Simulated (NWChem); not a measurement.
**CH4FSi (SMILES C[SiH]F) at UM06-2X/SBKJC-VDZ (core potential)**

What is the electronic atomisation energy of CH4FSi at UM06-2X/SBKJC-VDZ (core potential)? 

The results are computed with NWChem 7.3.0.

## Step 1: The system as given

CH4FSi has 7 atoms, charge 0, and is taken as a doublet. SMILES: `C[SiH]F`. The shape is that of a PBE0-D4/def2-TZVP optimisation.

Bond lengths: C1–Si2 1.864 Å, Si2–F3 1.609 Å, C1–H4 1.091 Å, C1–H5 1.093 Å, C1–H6 1.094 Å, Si2–H7 1.494 Å. Angles: C1–Si2–F3 108.7°, C1–Si2–H7 111.7°, F3–Si2–H7 106.7°, Si2–C1–H4 111.5°, Si2–C1–H5 109.9°, Si2–C1–H6 110.0°, H4–C1–H5 108.4°, H4–C1–H6 108.5°, H5–C1–H6 108.5°.

## Step 2: The energy at UM06-2X/SBKJC-VDZ (core potential) (run 1)

ch4fsi.nw reads:

```
start ch4fsi
memory stack 880 mb heap 220 mb global 1100 mb

geometry noautosym nocenter noautoz
  C     -0.653500     0.389500    -0.298000
  Si     0.917400    -0.594100    -0.104100
  F      0.640700    -1.812800     0.909600
  H     -1.444900    -0.207800    -0.754100
  H     -0.470200     1.260900    -0.931700
  H     -1.000700     0.738300     0.679600
  H      2.011300     0.226000     0.498700
end

basis spherical bse
  * library SBKJC-VDZ
end

ecp bse
  C library SBKJC-VDZ
  Si library SBKJC-VDZ
  F library SBKJC-VDZ
end

dft
  xc m06-2x
  mult 2
  grid fine
  convergence energy 1e-08
  maxiter 100
  mulliken
  print low
end

task dft energy
```

On the command line:

```
nwchem ch4fsi.nw > ch4fsi.out
```

Standard output:

```text
[...]
 d= 0,ls=0.0,diis     1    -35.9625291450 -7.18D+01  1.42D-02  7.82D-02     0.9
[...]
 d= 0,ls=0.0,diis     9    -36.0073866362 -7.66D-09  1.89D-06  3.92D-10     6.9
[...]
         Total DFT energy =      -36.007386636166
      One electron energy =     -128.430241300089
           Coulomb energy =       65.630847016516
    Exchange-Corr. energy =       -9.029648975226
 Nuclear repulsion energy =       35.821656622634
[...]
      Total Density - Mulliken Population Analysis
     ---------------------------------------------
    Atom       Charge   Shell Charges
 -----------   ------   -------------------------------------------------------
    1 C    4     4.64   1.12  2.81  0.03  0.68
    2 Si   4     3.38   1.16  1.77  0.27  0.18
    3 F    7     7.48   1.47  4.21  0.47  1.34
    4 H    1     0.79   0.45  0.35
    5 H    1     0.82   0.45  0.38
    6 H    1     0.80   0.44  0.36
    7 H    1     1.07   0.43  0.64
[...]
      <S2> =      0.7509 (Exact =     0.7500)
[...]
```

Run time: 7.8 s. Hardware: 1 thread of Intel Xeon Platinum 8488C (Sapphire Rapids), shared host; peak memory 0.12 GiB.

## Step 3: The C atom at the same level (run 2)

c.nw reads:

```
START c
memory total 2200 mb
charge 0

GEOMETRY units angstroms noautosym nocenter noautoz
 C      0.000000     0.000000     0.000000
END

BASIS spherical bse
 * library SBKJC-VDZ
END

ECP bse
 C library SBKJC-VDZ
END

DFT
 xc m06-2x
 mult 3
 grid fine
 convergence energy 1e-08
 iterations 100
 mulliken
 noprint "final vectors analysis"
END

TASK dft energy
```

Run the same way, it converges to -5.38799 Eh (log not shown).

## Step 4: The F atom, same level (run 3)

f.nw reads:

```
start f
title "F energy"
memory 2200 mb
charge 0
geometry units angstroms noautosym nocenter noautoz
  F      0.000000     0.000000     0.000000
end
basis spherical bse
  F library SBKJC-VDZ
end
ecp bse
  F library SBKJC-VDZ
end
dft
  xc m06-2x
  mult 2
  grid fine
  convergence energy 1e-08
  iterations 100
  mulliken
  print low
end
task dft
```

Run the same way, it converges to -24.06827 Eh (log not shown).

Run 4 isn't shown in full; the table further down has it.

## Step 5: The Si atom at the same level (run 5)

si.nw reads:

```
start si
title "Si"
memory total 2200 mb
charge 0
geometry noautosym nocenter noautoz
  Si     0.000000     0.000000     0.000000
end
basis spherical bse
  * library SBKJC-VDZ
end
ecp bse
  Si library SBKJC-VDZ
end
dft
  xc m06-2x
  mult 3
  grid fine
  convergence energy 1e-08
  maxiter 100
  mulliken
  print low
end
task dft energy
```

Run the same way, it converges to -3.72573 Eh (log not shown).

## Step 6: Overview of the runs

```csv
run,level,core potential,partner,energy (Eh),⟨S²⟩,wall time
1,UM06-2X/SBKJC-VDZ (core potential),SBKJC-VDZ,base,-36.007387,0.751,7.8 s
2,UM06-2X/SBKJC-VDZ (core potential),SBKJC-VDZ,atoms,-5.387990,2.001,1.3 s
3,UM06-2X/SBKJC-VDZ (core potential),SBKJC-VDZ,atoms,-24.068267,0.751,0.9 s
4,UM06-2X/SBKJC-VDZ,–,atoms,-0.493010,0.750,0.74 s
5,UM06-2X/SBKJC-VDZ (core potential),SBKJC-VDZ,atoms,-3.725730,2.000,1.1 s
```

## Step 7: What came out

Level: UM06-2X/SBKJC-VDZ (core potential).

| quantity | value |
| --- | --- |
| Si atom: total energy | -3.72573 Eh |
| Si atom: ⟨S²⟩ | 2.000 |
| electronic atomisation energy | 23.221 eV |

Taking the molecule apart into free atoms costs 23.22 eV (535 kcal/mol), before zero-point energy and without spin-orbit coupling. The basis has no polarisation functions, which makes bonds too weak. All runs together took 12 s, the longest 7.8 s.
